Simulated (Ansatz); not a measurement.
# BaFeO3: the cost of one run

All numbers are computed with the Python package of Ansatz 0.2.0. Level of theory: DFT LDA, plane waves, PAW.

The COD entry's cell or inner coordinates are ideal or old and differ from later refinements, so a difference from it is no clean test against experiment.

**1. Starting point**

Symmetry: Pm-3m, No. 221, cubic system. The conventional cell has a = 4.020 Å, b = 4.020 Å, c = 4.020 Å, α = 90.00°, β = 90.00°, γ = 90.00°. Around Ba (site symmetry m-3m) lie 12 O at 2.84 Å. Fe (site symmetry m-3m) is surrounded by 6 O at 2.01 Å. Around O (site symmetry 4/mmm) lie 2 Fe at 2.01 Å and 4 Ba at 2.84 Å.

No structure file is read: the coordinates are typed or built in the script.

**2. The code**

run_vcrelax.py reads:

```python
import json

import ansatz
from ase.data import atomic_numbers
import matplotlib.pyplot as plt
import numpy as np
import spglib

def edges_and_angles(cell):
    cell = np.asarray(cell)
    a, b, c = np.linalg.norm(cell, axis=1)
    cosines = cell[1] @ cell[2] / (b * c), cell[0] @ cell[2] / (a * c), cell[0] @ cell[1] / (a * b)
    return (a, b, c, *np.degrees(np.arccos(cosines)))


def main() -> None:
    vectors = np.array([
        [4.02, 0.0, 0.0],
        [0.0, 4.02, 0.0],
        [0.0, 0.0, 4.02],
    ])
    system = (
        ansatz.Lattice.of(vectors)
        .atom("Ba", (0.0, 0.0, 0.0))
        .atom("Fe", (0.5, 0.5, 0.5))
        .atom("O", (0.5, 0.5, 0.0))
        .atom("O", (0.0, 0.5, 0.5))
        .atom("O", (0.5, 0.0, 0.5))
        .moments(Fe=2.4)
    )

    calculation = (
        system.calculation()
        .functional("lda")
        .basis(420)
        .kpoints(mesh=(8, 8, 8))
        .occupations("fermi_dirac")
        .spin("collinear")
        .relax(fix_cell=["shape"])
        .density()
    )
    outcome = calculation.run(threads=1, events_out="events.ndjson")
    with open("events.ndjson") as stream:
        events = [json.loads(line) for line in stream]
    steps = [e["data"] for e in events if e["event"] == "relax_step"]
    report = outcome.report
    print("step   energy (eV)     max comp. (eV/A)   P (GPa)  SCF")
    for s in steps:
        print(f"{s['step']:4d} {s['lagrangian_ev']:15.5f} {s['allowed_force_max_ev_ang']:12.4f} {s['pressure_gpa']:10.3f} {s['n_scf']:5d}")

    first, last = steps[0], steps[-1]
    symbols = [site.symbol for site in outcome.lattice.sites]
    print(f"energy gained {first['lagrangian_ev'] - last['lagrangian_ev']:.4f} eV in {len(steps) - 1} steps")
    for label, vectors in (("before", first["cell_ang"]), ("after", outcome.lattice.cell_ang)):
        print(label, "a b c (A) {:.4f} {:.4f} {:.4f}  angles {:.2f} {:.2f} {:.2f}".format(*edges_and_angles(vectors)), f" V = {abs(np.linalg.det(vectors)):.3f} A^3")
    print("final stress xx yy zz (GPa, compression positive):", np.round(np.diag(report["stress_gpa"]), 3) + 0.0)

    fractions = [site.position_frac for site in outcome.lattice.sites]
    numbers = [atomic_numbers[s] for s in symbols]
    for tolerance in (1e-3, 1e-2, 1e-1):
        print(f"space group at {tolerance} A:", spglib.get_spacegroup((outcome.lattice.cell_ang, fractions, numbers), symprec=tolerance))

    print("relaxed fractional positions")
    for site in outcome.lattice.sites:
        print(f"  {site.symbol:2s}", " ".join(f"{v % 1:8.5f}" for v in np.round(site.position_frac, 5)))

    print(f"free energy      {report['free_energy_ev']:.5f} eV")
    print(f"per atom         {report['free_energy_ev'] / len(outcome.lattice.sites):.5f} eV")
    print(f"SCF iterations   {report['n_iterations']}  (converged: {report['converged']})")

    print("site moments (muB):", [round(m, 2) for m in report["site_moments_mub"]])
    print("electrons up, down:", [round(n, 3) for n in report["spin_occupation_sums"]])

    field = sum(channel.density_e_per_ang3 for channel in outcome.density().channels[:2])
    fig, ax = plt.subplots(figsize=(4, 3.4))
    shown = ax.imshow(np.log10(np.clip(field[:, :, 0].T, 1e-3, None)), origin="lower", extent=(0, 1, 0, 1))
    fig.colorbar(shown, label="log10 density (e/A^3)")
    ax.set(xlabel="fraction of grid vector 1", ylabel="fraction of grid vector 2")
    fig.savefig("density_plane.png", dpi=100)
    print(f"plane through the origin: {field[:, :, 0].min():.4f} to {field[:, :, 0].max():.4f} e/A^3")


if __name__ == "__main__":
    main()
```

**3. Running it**

Started as:

```console
$ python run_vcrelax.py
```

What time and memory should one allow on 1 thread of Intel Xeon at 2.50GHz (Skylake/Cascade Lake), shared host?

About 2.3 min, with a peak of 0.56 GiB.
